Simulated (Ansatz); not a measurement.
# C₂H₈GeSi: basis-set convergence

An exercise on one series of results from a longer session: the logs are not shown, and one member is left open.

The runs use Ansatz 0.2.0, Gaussian basis; one geometry, several basis sets.

Plan: PBE0-D4/def2-SVP; ωB97M-V/def2-SVP; PBE0-D4/def2-QZVPP; ωB97M-V/def2-QZVPP; the functionals' def2-TZVPP values are taken from earlier runs.

## Structure used throughout

All runs share one geometry, relaxed beforehand with PBE0-D4 in a triple-zeta def2 set.

SMILES `[SiH3][CH]1[CH2][GeH2]1`, 12 atoms, charge 0, spin multiplicity 1.

Atoms are counted from 1 here; the program's logs count them from 0.

Bond lengths: Si1–C2 1.848 Å, Si1–H5 1.487 Å, Si1–H6 1.492 Å, Si1–H7 1.490 Å, C2–C3 1.533 Å, C2–Ge4 1.955 Å, C2–H8 1.088 Å, C3–Ge4 1.935 Å, C3–H9 1.086 Å, C3–H10 1.085 Å, Ge4–H11 1.522 Å, Ge4–H12 1.522 Å. Angles: C2–Si1–H5 110.7°, C2–Si1–H6 112.4°, C2–Si1–H7 108.8°, H5–Si1–H6 108.3°, H5–Si1–H7 109.0°, H6–Si1–H7 107.5°, Si1–C2–C3 120.1°, Si1–C2–Ge4 118.9°, Si1–C2–H8 115.1°, C3–C2–Ge4 66.1°, C3–C2–H8 114.7°, Ge4–C2–H8 113.2°, C2–C3–Ge4 67.5°, C2–C3–H9 117.1°, C2–C3–H10 116.9°, Ge4–C3–H9 117.5°, Ge4–C3–H10 117.9°, H9–C3–H10 112.9° and more.

Set-up of the first run:

File in.yaml:

```yaml
crystal:
  periodic: [false, false, false]
  atoms:
    - {symbol: Si, position_ang: [-0.708811, 1.223032, -0.997542]}
    - {symbol: C, position_ang: [-0.525169, -0.011887, 0.364993]}
    - {symbol: C, position_ang: [0.760796, -0.049856, 1.198448]}
    - {symbol: Ge, position_ang: [0.570176, -1.602034, 0.058476]}
    - {symbol: H, position_ang: [-1.821432, 0.841329, -1.907615]}
    - {symbol: H, position_ang: [-0.972475, 2.599585, -0.486197]}
    - {symbol: H, position_ang: [0.560350, 1.270734, -1.777238]}
    - {symbol: H, position_ang: [-1.434891, -0.219908, 0.923791]}
    - {symbol: H, position_ang: [1.536372, 0.665993, 0.944449]}
    - {symbol: H, position_ang: [0.647485, -0.188383, 2.268197]}
    - {symbol: H, position_ang: [1.371577, -1.675321, -1.233537]}
    - {symbol: H, position_ang: [0.093024, -2.908383, 0.677877]}
basis:
  gaussian: {orbitals: def2-SVP}
hamiltonian: {xc: pbe0, dispersion: d4}
output: {orbitals: {seedname: orbitals}}
```

Started as:

```sh
> ansatz run in.yaml --threads 4 --pin off --events-out ev --progress --plain --max-ram 10444MiB
```

Steps of the session up to this table: PBE0-D4 in def2-SVP; ωB97M-V in def2-SVP; PBE0-D4 in def2-QZVPP; ωB97M-V in def2-QZVPP.

One table of the session follows, with a row left open; its other results are not shown here.

It belongs to the step «Density functionals: the series». 

| functional | basis | HOMO (eV) | LUMO (eV) |
| --- | --- | --- | --- |
| PBE0-D4 | def2-SVP | -6.58 | 0.39 |
| PBE0-D4 | def2-TZVPP | ? | ? |
| PBE0-D4 | def2-QZVPP | -6.60 | -0.04 |
| ωB97M-V | def2-SVP | -8.65 | 2.25 |
| ωB97M-V | def2-TZVPP | -8.67 | 1.87 |
| ωB97M-V | def2-QZVPP | -8.68 | 1.41 |

Q: Estimate the row for PBE0-D4, def2-TZVPP from the others.

**Answer.** HOMO (eV): -6.59; LUMO (eV): 0.16. In the column «HOMO (eV)» it lies between PBE0-D4, def2-QZVPP (-6.60) and PBE0-D4, def2-SVP (-6.58).
